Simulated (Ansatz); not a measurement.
# SrAs2Pt2: one candidate structure

Where does SrAs2Pt2 go from the start given, structure listed in a database for this formula (P4/nmm, No. 129)?

Method: DFT r2SCAN, scalar-relativistic, plane waves, PAW, in Ansatz 0.2.0.

**1. The structure to begin with**

Symmetry: P4/nmm, No. 129, tetragonal system. The conventional cell has a = 4.543 Å, b = 4.543 Å, c = 9.994 Å, α = 90.00°, β = 90.00°, γ = 90.00°. Around Sr (site symmetry 4mm) lie 9 As at 3.36 to 3.80 Å and 9 Pt at 3.39 to 3.66 Å. Around As (site symmetry 4mm) lie 5 Pt at 2.53 to 2.61 Å and 4 Sr at 3.44 Å. As (site symmetry -4m2) is surrounded by 4 Pt at 2.56 Å and 4 Sr at 3.36 Å. Pt (site symmetry -4m2) is surrounded by 4 As at 2.61 Å. Pt (site symmetry 4mm) is surrounded by 5 As at 2.53 to 2.56 Å.

Structure file:

```xyz
10
Lattice="4.5432 0.0000 0.0000 0.0000 4.5432 0.0000 0.0000 0.0000 9.9944" Properties=species:S:1:pos:R:3 pbc="T T T"
Sr    0.0000    2.2716    2.5174
Sr    2.2716    0.0000    7.4770
As    0.0000    2.2716    8.7105
As    2.2716    0.0000    1.2839
As    2.2716    2.2716    4.9972
As    0.0000    0.0000    4.9972
Pt    2.2716    2.2716    0.0000
Pt    0.0000    0.0000    0.0000
Pt    0.0000    2.2716    6.1807
Pt    2.2716    0.0000    3.8138
```

(A quick probe on a coarse mesh, which set the mesh and smearing, is not shown.)

**3. The relaxation**

File input.yaml:

```yaml
crystal:
  lattice:
    - [4.543221, 0.0, 0.0]
    - [0.0, 4.543221, 0.0]
    - [0.0, 0.0, 9.994435]
  atoms:
    - { symbol: Sr, position: [0.0, 0.5, 0.251879] }
    - { symbol: Sr, position: [0.5, 0.0, 0.748121] }
    - { symbol: As, position: [0.0, 0.5, 0.871535] }
    - { symbol: As, position: [0.5, 0.0, 0.128465] }
    - { symbol: As, position: [0.5, 0.5, 0.5] }
    - { symbol: As, position: [0.0, 0.0, 0.5] }
    - { symbol: Pt, position: [0.5, 0.5, 0.0] }
    - { symbol: Pt, position: [0.0, 0.0, 0.0] }
    - { symbol: Pt, position: [0.0, 0.5, 0.618411] }
    - { symbol: Pt, position: [0.5, 0.0, 0.381589] }
basis:
  ecutwfc: 500
kpoints:
  mp_grid: { grid: [8, 8, 4] }
hamiltonian:
  xc: r2scan
scf:
  occupations: { method: gaussian, width: 0.1 }
output:
  forces: true
  stress: true
  eigenvalues: true
relax:
  adjacent_minimum: "off"
  f_tol: 0.01
  max_steps: 80
  cell: { stress_tol: 0.05 }
```

Command:

```sh
$ ansatz run input.yaml --threads 1 --pin off --max-ram 2560MiB --backend cpu --events-out ev --progress --plain --runs-dir out
```

**Question.** What will these runs give?

As calculated:

Formation energies count from the elements, computed with the same settings in runs not shown here.

```
                          quantity                                                                      value
                              cell  a = 4.486 Å, b = 4.486 Å, c = 9.938 Å, α = 90.00°, β = 90.00°, γ = 90.00°
                       space group                                                           P4/nmm (No. 129)
                            volume                                                              20.00 Å³/atom
                   gap on the mesh                                                               none (metal)
formation energy from the elements                                                             -0.835 eV/atom
```

The space group stayed P4/nmm, and from the first guess the volume went from 20.63 to 20.00 Å³/atom. With -0.83 eV/atom it lies under the elements, which doesn't yet make it stable against other compounds of them. The runs treat Pt without spin-orbit coupling.
